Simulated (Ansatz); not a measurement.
**PbO: response to strain**

PbO is deformed so: zz strain of -1 %. What stress and forces result, by LAPW, PAW and all-electron datasets made for the crystal?

Method: DFT LDA, scalar-relativistic, in Ansatz 0.2.0.

## 1. Starting point

Symmetry: P4/nmm, No. 129, tetragonal system. The conventional cell has a = 3.974 Å, b = 3.974 Å, c = 5.022 Å, α = 90.00°, β = 90.00°, γ = 90.00°. Around Pb (site symmetry 4mm) lie 4 O at 2.31 Å. O (site symmetry -4m2) is surrounded by 4 Pb at 2.31 Å.

Coordinates:

```
Pb O
1.0
     3.97440    0.00000    0.00000
     0.00000    3.97440    0.00000
     0.00000    0.00000    5.02200
Pb O
2 2
Direct
  0.00000 0.50000 0.23510
  0.50000 0.00000 0.76490
  0.00000 0.00000 0.00000
  0.50000 0.50000 0.00000
```

Atoms are numbered in the order of the input: Pb1, Pb2, O3, O4.

## 2. After the deformation

Space group P4/nmm before, P4/nmm after.

## 3. Full-potential LAPW

input.yaml reads:

```yaml
crystal:
  lattice:
    - [3.9744, 0.0, 0.0]
    - [0.0, 3.9744, 0.0]
    - [0.0, 0.0, 4.97178]
  atoms:
    - { symbol: Pb, position: [0.0, 0.5, 0.2351] }
    - { symbol: Pb, position: [0.5, 0.0, 0.7649] }
    - { symbol: O, position: [0.0, 0.0, 0.0] }
    - { symbol: O, position: [0.5, 0.5, 0.0] }
kpoints:
  mp_grid: { grid: [7, 7, 6] }
  band_path:
    path:
      - [0.0, 0.0, 0.0]
      - [0.0, 0.5, 0.0]
      - [0.5, 0.5, 0.0]
      - [0.0, 0.0, 0.0]
      - [0.0, 0.0, 0.5]
      - [0.0, 0.5, 0.5]
      - [0.5, 0.5, 0.5]
      - [0.0, 0.0, 0.5]
      - [0.0, 0.5, 0.0]
    npoints: 5
scf:
  occupations: { method: fermi_dirac, width: 0.03 }
hamiltonian:
  xc: lda
  pseudopotentials: { kind: all_electron, lapw: { basis_error: 0.001 } }
output:
  forces: true
  stress: true
  eigenvalues: true
```

On the command line:

```
$ ansatz run input.yaml --threads 1 --pin off --max-ram 4096MiB --backend cpu --events-out ev --progress --plain --runs-dir out
```

## 4. PAW on the default files

input.yaml reads:

```yaml
crystal:
  lattice:
    - [3.9744, 0.0, 0.0]
    - [0.0, 3.9744, 0.0]
    - [0.0, 0.0, 4.97178]
  atoms:
    - { symbol: Pb, position: [0.0, 0.5, 0.2351] }
    - { symbol: Pb, position: [0.5, 0.0, 0.7649] }
    - { symbol: O, position: [0.0, 0.0, 0.0] }
    - { symbol: O, position: [0.5, 0.5, 0.0] }
kpoints:
  mp_grid: { grid: [7, 7, 6] }
scf:
  occupations: { method: fermi_dirac, width: 0.03 }
hamiltonian:
  xc: lda
  pseudopotentials: { kind: paw }
output:
  forces: true
  stress: true
  eigenvalues: true
  efg: { contact_densities: true }
```

## 5. All-electron PAW on datasets made for the crystal

Changes to input.yaml since step 4:

```diff
@@ -16,3 +16,3 @@
   xc: lda
-  pseudopotentials: { kind: paw }
+  pseudopotentials: { kind: all_electron, datasets: crystal }
 output:
```

(Steps that only read results are left out.)

What does the calculation give? Wanted: pressure; largest shear or deviatoric stress.

The runs gave:

```
                                 quantity                                              value
                                 pressure  LAPW -1.07, PAW -1.11, crystal datasets -1.07 GPa
largest shear or deviatoric stress (LAPW)                                           0.52 GPa
```

What this shows: The largest part of the stress beyond the pressure is 0.52 GPa in size, in the zz component; the atoms are carried along and not relaxed. No run of the undeformed cell stands beside it, so pressure and stress hold what the given cell had before the change, as far as its symmetry allows. PAW: stress within 0.05 GPa of LAPW. Crystal datasets: stress within 0.01 GPa of LAPW. Spin-orbit coupling is left out, though the cell holds Pb; in elements this heavy it can shift bands and gaps by tenths of an eV.

The gaps are Kohn-Sham values of a semilocal functional, not quasiparticle or optical gaps. Such gaps usually fall short of the measured ones; spin-orbit coupling, left out here, narrows gaps with Pb, so the two errors partly cancel.
